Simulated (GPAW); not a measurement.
# NbRu3C (Pm-3m) in GPAW: equation of state with PBE

Aim: the equation of state of NbRu3C with PBE.

Program: GPAW 26.7.0. These are calculated values, not measurements. Logs are shortened: lines on timing, memory, paths and dates and some standing lists are left out, and cuts for length are marked. The log counts tension as positive stress, the text compression.

## (1) Starting point

It takes space group Pm-3m (No. 221, cubic). The conventional cell has a = 4.065 Å, b = 4.065 Å, c = 4.065 Å, α = 90.00°, β = 90.00°, γ = 90.00°. Around Ru (site symmetry 4/mmm) lie 2 C at 2.03 Å. Nb (site symmetry m-3m) has 12 Ru at 2.87 Å as nearest neighbours. C (site symmetry m-3m) has 6 Ru at 2.03 Å as nearest neighbours.

The cell comes from a database or a generator and needn't be the stable form of this composition.

## (2) Equation of state, PBE

File run.py:

```python
from ase import Atoms
from ase.eos import EquationOfState
from ase.io import Trajectory
from ase.units import GPa
from gpaw import GPAW, PW

atoms = Atoms(['Ru', 'Ru', 'Ru', 'Nb', 'C'],
              cell=[[4.065138, 0.0, 0.0],
                    [0.0, 4.065138, 0.0],
                    [0.0, 0.0, 4.065138]],
              scaled_positions=[[0.5, 0.5, 0.0],
                                [0.5, 0.0, 0.5],
                                [0.0, 0.5, 0.5],
                                [0.0, 0.0, 0.0],
                                [0.5, 0.5, 0.5]],
              pbc=True)

traj = Trajectory('eos.traj', 'w')
volumes, energies = [], []
for x in [0.94, 0.96, 0.98, 1.0, 1.02, 1.04, 1.06]:
    a = atoms.copy()
    a.set_cell(atoms.cell * x**(1 / 3), scale_atoms=True)
    calc = GPAW(mode=PW(800),
                xc='PBE',
                kpts={'size': (5, 5, 5), 'gamma': True},
                occupations={'name': 'fermi-dirac', 'width': 0.05},
                nbands=56,
                convergence={'density': 1e-05, 'energy': 1e-05},
                maxiter=150,
                txt=f'eos-{x:.2f}.txt')
    a.calc = calc
    energies.append(a.get_potential_energy(force_consistent=True))
    volumes.append(a.get_volume())
    p = -a.get_stress()[:3].mean() / GPa
    calc.write(f'eos-{x:.2f}.gpw')
    traj.write(a)
    print(f'{x:.2f} {volumes[-1]:10.4f} A^3 {energies[-1]:14.6f} eV {p:9.3f} GPa', flush=True)

v0, e0, B = EquationOfState(volumes, energies, eos='birchmurnaghan').fit()
print(f'V0 = {v0:.4f} A^3, E0 = {e0:.6f} eV, B0 = {B / GPa:.2f} GPa')
```

Potentials or basis: GPAW PAW data sets (gpaw-data 1.2.1), pw.

Started as:

```bash
$ OMP_NUM_THREADS=1 python run.py
```

Standard output:

```text
__  _  _
 | _ |_)|_||  |
 |__||  | ||/\| - 26.7.0

Input parameters:
  mode=PW(ecut=800.0),
  convergence={'density': 1e-05, 'energy': 1e-05},
  kpts=MonkhorstPack(size=(5, 5, 5), gamma=True),
  maxiter=150,
  nbands=56,
  occupations=Occupations(name='fermi-dirac', width=0.05),
  xc=XC(name='PBE')

Diagonalizing LCAO Hamiltonian
Converting LCAO to pw mode
   .---------.
  /|         |
 * |         |
 |Ru   C     |
 | |  Ru     |
 | .---------.
 |/    Ru   /
 Nb--------*

Atoms  # Å, Bohr magnetons
|   | symbol |        x |        y |        z |    initial magnetic moments |
|---|--------|----------|----------|----------|-----------------------------|
| 0 |     Ru | 1.991076 | 1.991076 | 0.000000 | ( 0.0000,  0.0000,  0.0000) |
| 1 |     Ru | 1.991076 | 0.000000 | 1.991076 | ( 0.0000,  0.0000,  0.0000) |
| 2 |     Ru | 0.000000 | 1.991076 | 1.991076 | ( 0.0000,  0.0000,  0.0000) |
| 3 |     Nb | 0.000000 | 0.000000 | 0.000000 | ( 0.0000,  0.0000,  0.0000) |
| 4 |      C | 1.991076 | 1.991076 | 1.991076 | ( 0.0000,  0.0000,  0.0000) |

Unit cell  # Å
| periodic |        x |        y |        z |  lengths |    angles |
|----------|----------|----------|----------|----------|-----------|
|      yes | 3.982153 | 0.000000 | 0.000000 | 3.982153 | 90.000000 |
|      yes | 0.000000 | 3.982153 | 0.000000 | 3.982153 | 90.000000 |
|      yes | 0.000000 | 0.000000 | 3.982153 | 3.982153 | 90.000000 |

Number of symmetries: 48
Symmetry operations  # r_c * U_cc + t_c -> r_c
|    | kind |            matrix            |
|----|------|------------------------------|
|  0 |  E   |  1, 0, 0,  0, 1, 0,  0, 0, 1 |
|  1 |  σ   |  1, 0, 0,  0, 1, 0,  0, 0,-1 |
|  2 |  σ   |  1, 0, 0,  0, 0, 1,  0, 1, 0 |
|  3 |  C4  |  1, 0, 0,  0, 0, 1,  0,-1, 0 |
|  4 |  C4  |  1, 0, 0,  0, 0,-1,  0, 1, 0 |
|  5 |  σ   |  1, 0, 0,  0, 0,-1,  0,-1, 0 |
|  6 |  σ   |  1, 0, 0,  0,-1, 0,  0, 0, 1 |
|  7 |  C2  |  1, 0, 0,  0,-1, 0,  0, 0,-1 |
|  8 |  σ   |  0, 1, 0,  1, 0, 0,  0, 0, 1 |
|  9 |  C2  |  0, 1, 0,  1, 0, 0,  0, 0,-1 |
| 10 |  C3  |  0, 1, 0,  0, 0, 1,  1, 0, 0 |
| 11 |  S6  |  0, 1, 0,  0, 0, 1, -1, 0, 0 |
| 12 |  S6  |  0, 1, 0,  0, 0,-1,  1, 0, 0 |
| 13 |  C3  |  0, 1, 0,  0, 0,-1, -1, 0, 0 |
| 14 |  C4  |  0, 1, 0, -1, 0, 0,  0, 0, 1 |
| 15 |  S4  |  0, 1, 0, -1, 0, 0,  0, 0,-1 |
| 16 |  C3  |  0, 0, 1,  1, 0, 0,  0, 1, 0 |
| 17 |  S6  |  0, 0, 1,  1, 0, 0,  0,-1, 0 |
| 18 |  σ   |  0, 0, 1,  0, 1, 0,  1, 0, 0 |
| 19 |  C4  |  0, 0, 1,  0, 1, 0, -1, 0, 0 |
| 20 |  C2  |  0, 0, 1,  0,-1, 0,  1, 0, 0 |
| 21 |  S4  |  0, 0, 1,  0,-1, 0, -1, 0, 0 |
| 22 |  S6  |  0, 0, 1, -1, 0, 0,  0, 1, 0 |
| 23 |  C3  |  0, 0, 1, -1, 0, 0,  0,-1, 0 |
| 24 |  S6  |  0, 0,-1,  1, 0, 0,  0, 1, 0 |
| 25 |  C3  |  0, 0,-1,  1, 0, 0,  0,-1, 0 |
| 26 |  C4  |  0, 0,-1,  0, 1, 0,  1, 0, 0 |
| 27 |  σ   |  0, 0,-1,  0, 1, 0, -1, 0, 0 |
| 28 |  S4  |  0, 0,-1,  0,-1, 0,  1, 0, 0 |
| 29 |  C2  |  0, 0,-1,  0,-1, 0, -1, 0, 0 |
| 30 |  C3  |  0, 0,-1, -1, 0, 0,  0, 1, 0 |
| 31 |  S6  |  0, 0,-1, -1, 0, 0,  0,-1, 0 |
| 32 |  C4  |  0,-1, 0,  1, 0, 0,  0, 0, 1 |
| 33 |  S4  |  0,-1, 0,  1, 0, 0,  0, 0,-1 |
| 34 |  S6  |  0,-1, 0,  0, 0, 1,  1, 0, 0 |
| 35 |  C3  |  0,-1, 0,  0, 0, 1, -1, 0, 0 |
| 36 |  C3  |  0,-1, 0,  0, 0,-1,  1, 0, 0 |
| 37 |  S6  |  0,-1, 0,  0, 0,-1, -1, 0, 0 |
| 38 |  σ   |  0,-1, 0, -1, 0, 0,  0, 0, 1 |
[... 90 lines left out ...]
    cutoffs:
      filter: 2.35  # [Å]
      core: 1.51  # [Å]
    projectors
    | kind |    occ | energy [eV] | rcut [Å] |
    |------|--------|-------------|----------|
    |   4s |  2.000 |     -58.361 |    1.323 |
    |   5s |  1.000 |      -3.980 |    1.323 |
    |   4p |  6.000 |     -34.526 |    1.323 |
    |   5p |  0.000 |      -1.111 |    1.323 |
    |   4d |  4.000 |      -3.041 |    1.244 |
    |    d |        |      24.171 |    1.244 |

    Using partial waves for Nb as LCAO basis

  C:
    name:    Carbon
    Z:       6.0
    valence: 4
    core:    2
    charge:  0.0  # [|e|]
    compensation charges:
      type: gauss
      rc: 0.20  # [Å]
      lmax: 2
    cutoffs:
      filter: 1.14  # [Å]
      core: 1.14  # [Å]
    projectors
    | kind |    occ | energy [eV] | rcut [Å] |
    |------|--------|-------------|----------|
    |   2s |  2.000 |     -13.751 |    0.635 |
    |   2p |  2.000 |      -5.284 |    0.635 |
    |    s |        |      13.461 |    0.635 |
    |    p |        |      21.927 |    0.635 |
    |    d |        |       0.000 |    0.635 |

    Using partial waves for C as LCAO basis

Reference energy: -474669.150853  # eV

eigensolver:
  PPCG
  Converge bands: occupied
  niter=2

density mixing:
  MSR1-Mixer
  Pratt-step length: 0.05
  Maximum mixing coefficient: 0.75
  Old densities: 10
  SVD Regularization: 0.005
  Good broyden scale: 1.0
  Trust region scale: 1.0
  Backstep threshold: 4.0
  History deletion threshold: 6.0
  Fourier metric: weight=20.0, sigma=0.015

occupation numbers:
  Fermi-Dirac:
    width: 0.0500  # eV

poisson solver:
  ecut: 6400.0  # eV

xc functional:
  name: PBE with 2 nearest neighbor stencil

convergence criteria:
- Maximum integral of absolute [dens]ity change: 1e-05 electrons / valence electron
- Maximum [total energy] change in last 3 cyles: 1e-05 eV / valence electron
- Maximum integral of absolute [eigenst]ate change: 4e-08 eV^2 / valence electron
maximum number of iterations: 150

SCF iterations
|iter     | |      energy | eigst |  dens |
|---------|-|-------------|-------|-------|
|iter:   1| |  -53.058964 | +0.39 |       |
|iter:   2| |  -51.732586 | -1.74 | -1.01 |
|iter:   3| |  -48.329071 | -1.06 | -1.06 |
|iter:   4| |  -50.174554 | -1.68 | -1.51 |
|iter:   5| |  -48.036612 | -2.04 | -1.24 |
|iter:   6| |  -48.076112 | -2.73 | -1.89 |
|iter:   7| |  -47.990829 | -3.44 | -1.74 |
|iter:   8| |  -47.990601 | -4.15 | -2.57 |
|iter:   9| |  -47.990842c| -5.59 | -3.07 |
|iter:  10| |  -47.990892c| -6.74 | -3.98 |
|iter:  11| |  -47.990881c| -7.91c| -4.42 |
|iter:  12| |  -47.990879c| -8.55c| -5.25c|

Converged in 12 steps
Energy contributions relative to reference atoms: (reference = -474669.150853)

Energy contributions:
  Kinetic:          22.669322
  Coulomb:         -34.457624
  Zero:             -0.795052
  External:          0.000000
  Xc:              -35.392537
  Entropy:          -0.029977
  Spinorbit:         0.000000
  ----------------------------
  Free energy:     -48.005867
  Extrapolated:    -47.990879

dipole moment: (-28.487169, -28.487169, -28.487169)  # |e|*Ang

Fermi level: 13.775
Eigenvalues  # (at kpt = [0.000, 0.000, 0.000])
| band index |      eig [eV] | occ [0-2] |
|------------|---------------|-----------|
|          0 |       -59.559 |     2.000 |
|        ... |               |           |
|         23 |        10.428 |     2.000 |
|         24 |        10.428 |     2.000 |
|         25 |        10.428 |     2.000 |
|         26 |        11.036 |     2.000 |
|         27 |        11.036 |     2.000 |
|         28 |        11.036 |     2.000 |
[... 8 lines left out ...]
|         37 |        16.982 |     0.000 |
|         38 |        16.982 |     0.000 |
|        ... |               |           |
|         55 |        36.824 |     0.000 |

No gap
No difference between direct/indirect transitions

Stress tensor  # eV/Ang^3
|         x |         y |         z |
|-----------|-----------|-----------|
| -0.096979 |  0.000000 |  0.000000 |
|  0.000000 | -0.096979 |  0.000000 |
|  0.000000 |  0.000000 | -0.096979 |

# Writing to eos-0.94.gpw (mode='')
```

stdout:

```text
0.94    63.1471 A^3     -48.005867 eV    15.538 GPa
0.96    64.4907 A^3     -48.106878 eV     8.505 GPa
0.98    65.8343 A^3     -48.152043 eV     2.220 GPa
1.00    67.1778 A^3     -48.147392 eV    -3.396 GPa
1.02    68.5214 A^3     -48.098175 eV    -8.414 GPa
1.04    69.8649 A^3     -48.009102 eV   -12.894 GPa
1.06    71.2085 A^3     -47.884571 eV   -16.891 GPa
V0 = 66.3669 A^3, E0 = -48.155857 eV, B0 = 280.54 GPa
```

It took 3.5 min on 1 thread of Intel Xeon 6975P-C (Granite Rapids), shared host; peak memory 0.46 GiB.

Results:

- Equilibrium volume: 13.27 Å³/atom
- Bulk modulus: 281 GPa
- Pressure derivative of the bulk modulus: 4.6

Energy against volume, from the lowest point:
```tsv
volume (Å³/atom)	energy (meV/atom)
12.629	29.24
12.898	9.03
13.167	0.00
13.436	0.93
13.704	10.77
13.973	28.59
14.242	53.49
```
